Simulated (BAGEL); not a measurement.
**singlet [VH4]+: levels of theory compared**

We compute a comparison of 6 runs (HF/STO-3G, HF/6-31G*, B3LYP/6-31G*, B3LYP/def2-TZVP, PBE0/def2-TZVP, RI-MP2/def2-TZVP) of singlet [VH4]+. 

Program for the calculation: BAGEL 1.2.2.

9 further runs of the same task are left out: 7 that didn't finish, 2 set aside as unsound or not needed. Runs told in other sessions of the task aren't counted.

**1. The molecule**

[VH4]+: 5 atoms, total charge +1, spin state singlet. As SMILES of the parent species, `[H][V]([H])([H])[H]`. The shape comes from GFN2-xTB, which is rough for such elements, and wasn't checked as a minimum. That shape belongs to the parent species and isn't relaxed for this state.

Bond lengths: V1–H2 1.532 Å, V1–H3 1.532 Å, V1–H4 1.532 Å, V1–H5 1.532 Å. Angles: H2–V1–H3 109.5°, H2–V1–H4 109.5°, H2–V1–H5 109.5°, H3–V1–H4 109.5°, H3–V1–H5 109.5°, H4–V1–H5 109.5°.

**2. The energy at HF/STO-3G (density fitting with qzvpp-jkfit) (run 1)**

Contents of hf.json:

```json
{ "bagel" : [

{
  "title" : "molecule",
  "basis" : "sto-3g",
  "df_basis" : "qzvpp-jkfit",
  "angstrom" : "true",
  "geometry" : [
    { "atom" : "V", "xyz" : [      -0.000060,      -0.000200,      -0.000030 ] },
    { "atom" : "H", "xyz" : [       0.009640,      -0.015950,       1.531530 ] },
    { "atom" : "H", "xyz" : [       1.440860,       0.009800,      -0.519440 ] },
    { "atom" : "H", "xyz" : [      -0.728700,       1.253770,      -0.492780 ] },
    { "atom" : "H", "xyz" : [      -0.721730,      -1.247430,      -0.519280 ] }
  ]
},

{ "title" : "hf", "charge" : 1 },

{ "title" : "print", "file" : "orbitals.molden", "orbitals" : "true" }

]}
```

Started as:

```
BAGEL_NUM_THREADS=1 BAGEL hf.json > hf.out
```

The log of the run:

```text
* using 1 threads per process

  ===============================================================
  ===============================================================

  *** Geometry ***

  { "atom" : "V", "xyz" : [     -0.000113,     -0.000378,     -0.000057 ] },
  { "atom" : "H", "xyz" : [      0.018217,     -0.030141,      2.894172 ] },
  { "atom" : "H", "xyz" : [      2.722831,      0.018519,     -0.981599 ] },
  { "atom" : "H", "xyz" : [     -1.377043,      2.369282,     -0.931219 ] },
  { "atom" : "H", "xyz" : [     -1.363872,     -2.357301,     -0.981297 ] },

  Number of auxiliary basis functions:      336

  Since a DF basis is specified, we compute 2- and 3-index integrals:
    o Being stored without compression. Storage requirement is 0.001 GB

  Number of basis functions:       22
  Number of electrons      :       27

    * METHOD: MOLECULE                             0.07

  *** RHF ***

  === Nuclear Repulsion ===
    33.0540429878

      * DIIS with orbital gradients will be used.

  === RHF iteration (sto-3g) ===
      0       -934.62050705          0.05320143           0.00
      1       -934.94721810          0.03923801           0.00
      2       -935.06542204          0.00329363           0.00
      3       -935.06630350          0.00038418           0.00
      4       -935.06632662          0.00006458           0.00
      5       -935.06632788          0.00000561           0.00
      6       -935.06632788          0.00000031           0.00
      7       -935.06632788          0.00000004           0.00
      8       -935.06632788          0.00000001           0.00
      9       -935.06632788          0.00000000           0.00
    * SCF iteration converged.

    * Permanent dipole moment:
           (    0.000136,     0.000435,     0.000071) a.u.

    * METHOD: HF                                   0.09

    * METHOD: PRINT                                0.00

  ===============================================================
```

It took 0.32 s on 1 thread of Intel Xeon at 2.60GHz (Ice Lake), shared host; peak memory 0.084 GiB.

**3. The energy at HF/6-31G(d) (density fitting with qzvpp-jkfit, spherical functions) (run 2)**

Contents of job.json:

```json
{ "bagel": [

{
  "title": "molecule",
  "basis": "6-31gs.json",
  "df_basis": "qzvpp-jkfit",
  "angstrom": "true",
  "geometry": [
    { "atom": "V", "xyz": [      -0.000060,      -0.000200,      -0.000030 ] },
    { "atom": "H", "xyz": [       0.009640,      -0.015950,       1.531530 ] },
    { "atom": "H", "xyz": [       1.440860,       0.009800,      -0.519440 ] },
    { "atom": "H", "xyz": [      -0.728700,       1.253770,      -0.492780 ] },
    { "atom": "H", "xyz": [      -0.721730,      -1.247430,      -0.519280 ] }
  ]
},

{
  "title": "hf",
  "charge": 1
},

{
  "title": "print",
  "file": "orbitals.molden",
  "orbitals": "true"
}

]}
```

The basis set 6-31G* is read from a file made from the Basis Set Exchange's data (not shown).

Started as:

```
BAGEL_NUM_THREADS=1 BAGEL job.json > job.out
```

The log of the run:

```text
* using 1 threads per process

  ===============================================================
  ===============================================================

  *** Geometry ***

  { "atom" : "V", "xyz" : [     -0.000113,     -0.000378,     -0.000057 ] },
  { "atom" : "H", "xyz" : [      0.018217,     -0.030141,      2.894172 ] },
  { "atom" : "H", "xyz" : [      2.722831,      0.018519,     -0.981599 ] },
  { "atom" : "H", "xyz" : [     -1.377043,      2.369282,     -0.931219 ] },
  { "atom" : "H", "xyz" : [     -1.363872,     -2.357301,     -0.981297 ] },

  Number of auxiliary basis functions:      336

  Since a DF basis is specified, we compute 2- and 3-index integrals:
    o Being stored without compression. Storage requirement is 0.005 GB

  Number of basis functions:       42
  Number of electrons      :       27

    * METHOD: MOLECULE                             0.11

  *** RHF ***

  === Nuclear Repulsion ===
    33.0540429878

      * DIIS with orbital gradients will be used.

  === RHF iteration (6-31gs.json) ===
      0       -944.15706546          0.04572176           0.01
      1       -944.03867408          0.06682830           0.01
      2       -944.52239982          0.00533880           0.01
      3       -944.52621497          0.00057497           0.01
      4       -944.52629520          0.00008037           0.01
      5       -944.52629771          0.00000975           0.01
      6       -944.52629777          0.00000244           0.01
      7       -944.52629777          0.00000018           0.01
      8       -944.52629777          0.00000006           0.01
      9       -944.52629777          0.00000003           0.01
     10       -944.52629777          0.00000001           0.01
     11       -944.52629777          0.00000001           0.01
    * SCF iteration converged.

    * Permanent dipole moment:
           (    0.000105,     0.000333,     0.000044) a.u.

    * METHOD: HF                                   0.21

    * METHOD: PRINT                                0.00

  ===============================================================
```

Wall time 0.5 s (1 thread of Intel Xeon at 2.60GHz (Ice Lake), shared host); peak memory 0.084 GiB.

Runs 3 to 5 aren't shown in full; the table further down has their settings and results.

**4. A single-point energy at RI-MP2/def2-TZVP (density fitting with qzvpp-jkfit) (run 6)**

Contents of calc.json:

```json
{ "bagel" : [

{
  "title" : "molecule",
  "basis" : "def2-tzvp.json",
  "df_basis" : "qzvpp-jkfit",
  "angstrom" : "true",
  "geometry" : [
    { "atom" : "V", "xyz" : [      -0.000060,      -0.000200,      -0.000030 ] },
    { "atom" : "H", "xyz" : [       0.009640,      -0.015950,       1.531530 ] },
    { "atom" : "H", "xyz" : [       1.440860,       0.009800,      -0.519440 ] },
    { "atom" : "H", "xyz" : [      -0.728700,       1.253770,      -0.492780 ] },
    { "atom" : "H", "xyz" : [      -0.721730,      -1.247430,      -0.519280 ] }
  ]
},

{
  "title" : "hf",
  "charge" : 1
},

{
  "title" : "mp2",
  "charge" : 1,
  "ncore" : 5
}

]}
```

The basis set def2-TZVP is read from a file made from the Basis Set Exchange's data (not shown).

Started as:

```
BAGEL_NUM_THREADS=1 BAGEL calc.json > calc.out
```

The log of the run:

```text
* using 1 threads per process

  ===============================================================
  ===============================================================

  *** Geometry ***

  { "atom" : "V", "xyz" : [     -0.000113,     -0.000378,     -0.000057 ] },
  { "atom" : "H", "xyz" : [      0.018217,     -0.030141,      2.894172 ] },
  { "atom" : "H", "xyz" : [      2.722831,      0.018519,     -0.981599 ] },
  { "atom" : "H", "xyz" : [     -1.377043,      2.369282,     -0.931219 ] },
  { "atom" : "H", "xyz" : [     -1.363872,     -2.357301,     -0.981297 ] },

  Number of auxiliary basis functions:      336

  Since a DF basis is specified, we compute 2- and 3-index integrals:
    o Being stored without compression. Storage requirement is 0.013 GB

  Number of basis functions:       69
  Number of electrons      :       27

    * METHOD: MOLECULE                             0.11

  *** RHF ***

  === Nuclear Repulsion ===
    33.0540429878

      * DIIS with orbital gradients will be used.

  === RHF iteration (def2-tzvp.json) ===
      0       -944.13133067          0.04296696           0.02
      1       -943.73136074          0.07540152           0.02
      2       -944.63484541          0.00702300           0.02
      3       -944.64417447          0.00093003           0.02
      4       -944.64448036          0.00011825           0.02
      5       -944.64449045          0.00002173           0.02
      6       -944.64449087          0.00000532           0.02
      7       -944.64449088          0.00000074           0.02
      8       -944.64449088          0.00000006           0.02
      9       -944.64449088          0.00000003           0.02
     10       -944.64449088          0.00000002           0.02
     11       -944.64449088          0.00000001           0.02
    * SCF iteration converged.

    * Permanent dipole moment:
           (    0.000091,     0.000287,     0.000030) a.u.

    * METHOD: HF                                   0.34

  *** RHF ***

  === Nuclear Repulsion ===
    33.0540429878

      * DIIS with orbital gradients will be used.

  === RHF iteration (def2-tzvp.json) ===
      0       -944.64449088          0.00000001           0.02
    * SCF iteration converged.

    * Permanent dipole moment:
           (    0.000091,     0.000287,     0.000030) a.u.

  === DF-MP2 calculation ===

    * freezing 5 orbitals
    * 3-index integral transformation done
    * assembly done

      MP2 correlation energy:   -0.4832352606      0.01

      MP2 total energy:       -945.1277261395

    * METHOD: MP2                                  0.06

  ===============================================================
```

Run time: 0.66 s. Hardware: 1 thread of Intel Xeon at 2.60GHz (Ice Lake), shared host; peak memory 0.084 GiB.

**5. The series**

| run | level | frozen core orbitals | energy (Eh) | HOMO energy (eV) | LUMO energy (eV) | HOMO–LUMO gap (eV) | wall time |
| --- | --- | --- | --- | --- | --- | --- | --- |
| 1 | HF/STO-3G (density fitting with qzvpp-jkfit) | – | -935.066328 | -20.57 | -4.31 | 16.26 | 0.32 s |
| 2 | HF/6-31G* (density fitting with qzvpp-jkfit, spherical functions) | – | -944.526298 | -20.10 | -6.38 | 13.72 | 0.5 s |
| 3 | B3LYP/6-31G* (density fitting with qzvpp-jkfit, spherical functions) | – | -945.827335 | -17.08 | -11.48 | 5.60 | 2 s |
| 4 | B3LYP/def2-TZVP (density fitting with qzvpp-jkfit) | – | -945.931160 | -16.94 | -11.39 | 5.55 | 3.9 s |
| 5 | PBE0/def2-TZVP (density fitting with qzvpp-jkfit) | – | -945.674373 | -17.06 | -10.97 | 6.09 | 3.6 s |
| 6 | RI-MP2/def2-TZVP (density fitting with qzvpp-jkfit) | 5 | -945.127726 | – | – | – | 0.66 s |

**6. What came out**

| quantity | value |
| --- | --- |
| run 6: total energy | -945.12773 Eh |
| run 6: correlation energy (5 core orbitals frozen) | -483.2 mEh |

In words: Over runs 1, 2, 3, 4, 5 the HOMO–LUMO gap runs from 5.55 eV (B3LYP/def2-TZVP) to 16.26 eV (HF/STO-3G). The two ends differ in method and basis. Totals of different functionals can't be ranked against each other. In run 1 the basis is minimal, so the values are rough. All runs together took 11 s, the longest 3.9 s.
